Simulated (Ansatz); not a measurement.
# CH8OSi2: the cost of one run

Program: Ansatz 0.2.0. Level of theory: RKS r2SCAN/STO-3G. These are calculated values, not measurements.

**1. The system as given**

Bond lengths: Si1–O2 1.680 Å, O2–Si3 1.680 Å, Si3–H4 1.460 Å, Si3–H5 1.460 Å, Si3–H6 1.460 Å, Si1–H7 1.460 Å, Si1–C8 1.869 Å, C8–H9 1.110 Å, C8–H10 1.110 Å, C8–H11 1.110 Å, Si1–H12 1.459 Å. Angles (14 of 19 angles, heavy atoms first): Si1–O2–Si3 125.0°, O2–Si1–C8 109.5°, O2–Si1–H7 109.5°, O2–Si1–H12 109.5°, H7–Si1–C8 109.5°, C8–Si1–H12 109.5°, O2–Si3–H4 109.5°, O2–Si3–H5 109.5°, O2–Si3–H6 109.5°, Si1–C8–H9 109.5°, Si1–C8–H10 109.5°, Si1–C8–H11 109.5°, H7–Si1–H12 109.5°, H4–Si3–H5 109.4°.

Structure file:

```xyz
12

Si    0.0000    0.0000    0.0000
O     0.0000    0.0000    1.6800
Si   -1.3147   -0.4067    2.6436
H    -2.2390   -1.2403    1.8804
H    -0.8506   -1.1432    3.8157
H    -1.9987    0.8095    3.0733
H     1.3768    0.0000   -0.4862
C    -0.8808    1.5259   -0.6227
H    -1.9334    1.2723   -0.8671
H    -0.8624    2.3106    0.1622
H    -0.3704    1.9025   -1.5336
H    -0.6877   -1.1914   -0.4862
```

**2. Relaxing the start**

input.yaml

```yaml
crystal:
  periodic: [false, false, false]
  atoms:
    - { symbol: Si, position_ang: [0.0, 0.0, 0.0] }
    - { symbol: O, position_ang: [0.0, 0.0, 1.68] }
    - { symbol: Si, position_ang: [-1.3147, -0.4067, 2.6436] }
    - { symbol: H, position_ang: [-2.239, -1.2403, 1.8804] }
    - { symbol: H, position_ang: [-0.8506, -1.1432, 3.8157] }
    - { symbol: H, position_ang: [-1.9987, 0.8095, 3.0733] }
    - { symbol: H, position_ang: [1.3768, 0.0, -0.4862] }
    - { symbol: C, position_ang: [-0.8808, 1.5259, -0.6227] }
    - { symbol: H, position_ang: [-1.9334, 1.2723, -0.8671] }
    - { symbol: H, position_ang: [-0.8624, 2.3106, 0.1622] }
    - { symbol: H, position_ang: [-0.3704, 1.9025, -1.5336] }
    - { symbol: H, position_ang: [-0.6877, -1.1914, -0.4862] }
basis:
  gaussian: { orbitals: STO-3G }
hamiltonian:
  xc: r2scan
relax:
  f_tol: 0.02
  max_steps: 40
```

On the command line:

```bash
> ansatz run input.yaml --threads 1 --pin off --max-ram 2048MiB --backend cpu --events-out ev --progress --plain --runs-dir out
```

Q: Estimate wall time and peak memory on 1 thread of Arm Neoverse V1, shared host.

About 47 s, with a peak of 0.14 GiB.
